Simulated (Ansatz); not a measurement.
# C2H8AlIn: the cost of one run

Computed with Ansatz 0.2.0, Gaussian basis. Level: the settings change from run to run.

**1. The molecule**

The structure was relaxed beforehand with PBE0-D4 in a triple-zeta def2 set. In takes a core potential in def2 sets; no spin-orbit term is included.

SMILES `[CH3][Al]([CH3])[InH2]`, 12 atoms, charge 0, spin multiplicity 1.

Atoms are counted from 1 here; the program's logs count them from 0.

Bond lengths: C1–Al2 1.961 Å, C1–H5 1.092 Å, C1–H6 1.097 Å, C1–H7 1.095 Å, Al2–C3 1.962 Å, Al2–In4 2.675 Å, C3–H8 1.092 Å, C3–H9 1.095 Å, C3–H10 1.097 Å, In4–H11 1.743 Å, In4–H12 1.743 Å. Angles: Al2–C1–H5 114.0°, Al2–C1–H6 109.2°, Al2–C1–H7 111.4°, H5–C1–H6 107.0°, H5–C1–H7 108.3°, H6–C1–H7 106.6°, C1–Al2–C3 117.9°, C1–Al2–In4 121.0°, C3–Al2–In4 121.1°, Al2–C3–H8 114.2°, Al2–C3–H9 111.3°, Al2–C3–H10 109.2°, H8–C3–H9 108.3°, H8–C3–H10 107.0°, H9–C3–H10 106.5°, Al2–In4–H11 124.2°, Al2–In4–H12 124.2°, H11–In4–H12 111.6°.

**2. B2PLYP/ANO-RCC-VTZP**

This run has charge +1, multiplicity 2, a grid of angular degree 23.

in.yaml

```yaml
crystal:
  periodic: [false, false, false]
  atoms:
    - {symbol: C, position_ang: [-0.493397, 1.884400, -0.385911]}
    - {symbol: Al, position_ang: [0.023798, 0.036068, 0.018430]}
    - {symbol: C, position_ang: [1.503009, -0.250029, 1.274452]}
    - {symbol: In, position_ang: [-1.252770, -2.029092, -1.103720]}
    - {symbol: H, position_ang: [-1.041089, 1.997892, -1.324180]}
    - {symbol: H, position_ang: [-1.145386, 2.259249, 0.413181]}
    - {symbol: H, position_ang: [0.377874, 2.546530, -0.414342]}
    - {symbol: H, position_ang: [1.528873, -1.249359, 1.714524]}
    - {symbol: H, position_ang: [1.482364, 0.482601, 2.087727]}
    - {symbol: H, position_ang: [2.455029, -0.105430, 0.748428]}
    - {symbol: H, position_ang: [-0.770098, -2.782513, -2.599445]}
    - {symbol: H, position_ang: [-2.668189, -2.790328, -0.429144]}
basis:
  gaussian: {orbitals: ANO-RCC-VTZP, final_grid: {core_spheres: 8, valence_spheres: 7, degree: 23}}
total_charge: 1
magnetization: {spin_polarized: true, initial_magnetization: 1}
hamiltonian: {xc: {name: B2PLYP}}
output: {forces: true}
```

On the command line:

```console
> ansatz run in.yaml --threads 4 --pin off --events-out ev --progress --plain --max-ram 10444MiB
```

What time and memory should one allow on 4 threads of AMD EPYC 9R45, shared host?

About 34 s, with a peak of 1.8 GiB.
